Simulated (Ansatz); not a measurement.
The system is TePd3.

```
CELL_PARAMETERS angstrom
2.48026 -2.49243 0.00000
2.48026 2.49243 0.00000
0.00000 0.00000 5.69533
ATOMIC_POSITIONS crystal
Te 0.00000 0.00000 0.00000
Pd 0.50000 0.50000 0.25191
Pd 0.00000 0.00000 0.50000
Pd 0.50000 0.50000 0.74809
```

The cell comes from a database or a generator and needn't be the stable form of this composition.

Base run:

| Item | Value |
| --- | --- |
| Program | Ansatz 0.2.0 |
| Functional | LDA |
| Potentials or basis | all-electron LAPW, scalar-relativistic |
| Cutoff | 233 eV |
| Density cutoff | 932 eV |
| Basis error allowed | 0.002 eV/atom |
| k mesh | 8 × 8 × 5 |
| Occupations | fermi-dirac, width 0.05 eV |
| Spin | no spin polarisation |

Its results: pressure -12.1 GPa; largest force 0.112 eV/Å.

**Question.** The run is repeated on the same cell with these changes: functional from LDA to PBEsol. What comes out?

**Answer.** Pressure -8.3 GPa; largest force 0.059 eV/Å.

PBEsol binds less tightly than LDA, so the same cell stands under more pressure.

Not every run made on this cell is shown here.
